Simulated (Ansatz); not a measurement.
# MnAu2: the cost of one run

Program: Ansatz 0.2.0. Level of theory: DFT LDA, scalar-relativistic, plane waves, PAW. These are calculated values, not measurements.

The COD entry's cell or inner coordinates are ideal or old and differ from later refinements, so a difference from it is no clean test against experiment.

### Step 1. The starting structure

It takes space group I4/mmm (No. 139, tetragonal). The conventional cell has a = 3.308 Å, b = 3.308 Å, c = 8.478 Å, α = 90.00°, β = 90.00°, γ = 90.00°. Mn (site symmetry 4/mmm) is surrounded by 10 Au at 2.71 to 2.87 Å. Au (site symmetry 4mm) has 5 Mn at 2.71 to 2.87 Å and 5 Au at 2.73 to 2.78 Å as nearest neighbours.

As a file:

```cif
data_structure
_symmetry_space_group_name_H-M 'P 1'
_symmetry_Int_Tables_number 1
_cell_length_a 4.8416
_cell_length_b 4.8416
_cell_length_c 4.8416
_cell_angle_alpha 140.049
_cell_angle_beta 140.049
_cell_angle_gamma 57.779
_cell_volume 46.39
loop_
_atom_site_label
_atom_site_type_symbol
_atom_site_fract_x
_atom_site_fract_y
_atom_site_fract_z
_atom_site_occupancy
Mn1 Mn 0.00000 0.00000 0.00000 1
Au1 Au 0.33891 0.33891 0.00000 1
Au2 Au 0.66109 0.66109 0.00000 1
```

This cell comes from an earlier session at LDA: 15.462 Å³/atom at 0.01 GPa, on a 16×16×16 mesh.

### Step 2. Ferromagnetic, larger cell

File input.yaml:

```yaml
crystal:
  lattice:
    - [3.3079666294, 0.0, 0.0]
    - [0.0, 3.3079666294, 0.0]
    - [0.0, 0.0, 8.4782061387]
  atoms:
    - { symbol: Mn, position: [0.0, 0.0, 0.0], spin: 3.5 }
    - { symbol: Au, position: [0.0, 0.0, 0.3389077275] }
    - { symbol: Au, position: [0.0, 0.0, 0.6610922725] }
    - { symbol: Mn, position: [0.5, 0.5, 0.5], spin: 3.5 }
    - { symbol: Au, position: [0.5, 0.5, 0.8389077275] }
    - { symbol: Au, position: [0.5, 0.5, 1.1610922725] }
basis:
  ecutwfc: 420
  ecutrho_ratio: 4
kpoints:
  mp_grid: { grid: [10, 10, 4] }
hamiltonian:
  xc: lda
scf:
  occupations: { method: gaussian, width: 0.05 }
  lower_state_search: "off"
output:
  forces: true
  stress: true
  eigenvalues: true
  populations: true
magnetization:
  spin_polarized: true
```

The run is started by

```console
$ ansatz run input.yaml --threads 2 --pin off --max-ram 5120MiB --backend cpu --events-out ev --progress --plain --runs-dir out
```

What time and memory should one allow on 2 threads of Intel Xeon 6975P-C (Granite Rapids), shared host?

About 26 s, with a peak of 0.77 GiB.
